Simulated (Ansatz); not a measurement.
**C2H10BClOSi: up Jacob's ladder to CCSD(T)**

The task here is to estimate one member of a computed series from the others.

Program: Ansatz 0.2.0, Gaussian basis. Level of theory: functionals in def2-TZVPP, the program's frozen cores in correlated methods. These are calculated values, not measurements.

Levels to be run: LDA (SPW92), PBE-D4, revPBE-D4, BLYP-D4, r2SCAN-D4, B97M-V, PBE0-D4, B3LYP-D4, r2SCANh-D4, r2SCAN0-D4, HSE06-D4, BHLYP-D4, CAM-B3LYP-D4, LC-ωPBE, ωB97X-V, ωB97M-V, B2PLYP, PBE-QIDH; CCSD(T)/def2-SVP; MP2/def2-TZVPP; MP2/def2-QZVPP; RPA on PBE.

### Structure used throughout

An earlier PBE0-D4 in a triple-zeta def2 set relaxation fixed the geometry.

SMILES `C[B-](C)(Cl)[OH+][SiH3]`, 16 atoms, charge 0, spin multiplicity 1.

Atoms are counted from 1 here; the program's logs count them from 0.

Bond lengths: C1–B2 1.588 Å, C1–H7 1.094 Å, C1–H8 1.096 Å, C1–H9 1.095 Å, B2–C3 1.585 Å, B2–Cl4 1.870 Å, B2–O5 1.698 Å, C3–H10 1.095 Å, C3–H11 1.094 Å, C3–H12 1.095 Å, O5–Si6 1.706 Å, O5–H13 0.965 Å, Si6–H14 1.474 Å, Si6–H15 1.475 Å, Si6–H16 1.482 Å. Angles: B2–C1–H7 108.2°, B2–C1–H8 114.6°, B2–C1–H9 112.4°, H7–C1–H8 105.7°, H7–C1–H9 106.9°, H8–C1–H9 108.5°, C1–B2–C3 119.0°, C1–B2–Cl4 112.9°, C1–B2–O5 105.1°, C3–B2–Cl4 112.5°, C3–B2–O5 103.9°, Cl4–B2–O5 101.1°, B2–C3–H10 111.9°, B2–C3–H11 109.6°, B2–C3–H12 113.3°, H10–C3–H11 107.3°, H10–C3–H12 108.2°, H11–C3–H12 106.3° and more.

Set-up of the first run:

File in.yaml:

```yaml
crystal:
  periodic: [false, false, false]
  atoms:
    - {symbol: C, position_ang: [-1.157566, -0.987987, -0.301758]}
    - {symbol: B, position_ang: [0.166619, -0.592699, 0.480806]}
    - {symbol: C, position_ang: [1.477987, -1.454436, 0.255076]}
    - {symbol: Cl, position_ang: [-0.140459, -0.219088, 2.287094]}
    - {symbol: O, position_ang: [0.582516, 0.945879, -0.104823]}
    - {symbol: Si, position_ang: [-0.596310, 2.127445, -0.458439]}
    - {symbol: H, position_ang: [-1.482263, -1.971420, 0.049758]}
    - {symbol: H, position_ang: [-2.005821, -0.316336, -0.129528]}
    - {symbol: H, position_ang: [-0.994920, -1.072539, -1.381268]}
    - {symbol: H, position_ang: [1.714283, -1.566758, -0.807997]}
    - {symbol: H, position_ang: [1.331702, -2.458035, 0.664234]}
    - {symbol: H, position_ang: [2.358896, -1.042154, 0.758946]}
    - {symbol: H, position_ang: [1.329446, 1.249566, 0.424682]}
    - {symbol: H, position_ang: [-1.137393, 1.781873, -1.785820]}
    - {symbol: H, position_ang: [-1.634208, 2.155620, 0.588938]}
    - {symbol: H, position_ang: [0.164492, 3.398467, -0.495901]}
basis:
  gaussian: {orbitals: def2-TZVPP}
hamiltonian: {xc: lda}
output: {orbitals: {seedname: orbitals}}
```

Command:

```bash
$ ansatz run in.yaml --threads 4 --pin off --events-out ev --progress --plain --max-ram 11315MiB
```

Steps of the session up to this table: LDA; PBE-D4 (GGA); revPBE-D4 (GGA); BLYP-D4 (GGA); r2SCAN-D4 (meta-GGA); B97M-V (meta-GGA); PBE0-D4 (hybrid); B3LYP-D4 (hybrid); r2SCANh-D4 (hybrid); r2SCAN0-D4 (hybrid); HSE06-D4 (hybrid); BHLYP-D4 (hybrid); CAM-B3LYP-D4 (range-separated); LC-ωPBE (range-separated); ωB97X-V (range-separated); ωB97M-V (range-separated); B2PLYP (double hybrid); PBE-QIDH (double hybrid).

One of the session's tables, all rows but one given; the rest of the session is left out.

It belongs to the step «Frontier levels by functional». 

```
  functional  HOMO (eV)  gap (eV)
 LDA (SPW92)      -6.32      4.44
      PBE-D4      -6.18      4.55
   revPBE-D4      -6.12      4.61
     BLYP-D4      -6.05      4.54
   r2SCAN-D4      -6.49      5.29
      B97M-V      -6.63      5.15
     PBE0-D4      -7.53      6.78
    B3LYP-D4      -7.30      6.31
  r2SCANh-D4      -6.99      6.08
  r2SCAN0-D4      -7.74      7.26
    HSE06-D4      -7.13      6.01
    BHLYP-D4          ?         ?
CAM-B3LYP-D4      -8.93      9.14
     LC-ωPBE     -10.30     11.74
     ωB97X-V      -9.96     11.22
     ωB97M-V      -9.83     10.75
```

**Question.** Estimate the row for BHLYP-D4.

Worked estimate for «HOMO (eV)». Against the share of exact exchange, BLYP-D4 (0, -6.05), B3LYP-D4 (0.2, -7.30) give a slope of -6.25 per unit share; at 0.5 the line stands at -9.17.

The run gave: HOMO (eV): -8.79; gap (eV): 8.90. In «HOMO (eV)» the line misses by -0.38.
